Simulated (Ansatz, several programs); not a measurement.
AgLaS2, ordered on the rocksalt lattice (R-3m) with 4 atoms a cell, relaxed with PBE in Ansatz (plane waves, PAW): the symmetry is R-3m (No. 166, trigonal); conventional cell a = 4.271 Å, c = 17.764 Å, 23.39 Å³ an atom. Around Ag lie 6 S at 2.86 Å; around La lie 6 S at 2.89 Å; around S lie 3 Ag at 2.86 Å and 3 La at 2.89 Å. The cell was then scaled with its shape and fractional coordinates held, which makes it stiffer than a relaxed compression. The calculation is spin-unpolarised, and the structure need not be a phase that has been made.

```tsv
V (Å³/atom)	E (meV/atom)
21.982	20.03
23.385	0.00
24.087	4.24
24.788	16.12
```

**Question.** Pass a cubic E = c₀ + c₁u + c₂u² + c₃u³, with u = V − 23.561 Å³, through these points.

**Answer.** c₀ = 0.27, c₁ = +3.094, c₂ = 8.829, c₃ = -0.6690 (meV and Å³).

**Question.** Where is the minimum, and what bulk modulus follows?

**Answer.** dE/du = 0 at u = -0.172, so V₀ = 23.39 Å³. B = V₀ d²E/dV² = 23.39 × (2c₂ + 6c₃u) = 23.39 × 18.348 = 429 meV/Å³, and 1 meV/Å³ is 0.16022 GPa: 69 GPa. A third-order Birch-Murnaghan fit to all five points gives 23.39 Å³ and 68 GPa.

**Question.** Predict the energy and the pressure at the withheld volume, 22.684 Å³.

**Answer.** With u = -0.877: E ≈ 4.80 meV and P = −dE/dV ≈ +2.23 GPa. The run gives 4.73 meV and, from its stress, +2.22 GPa.
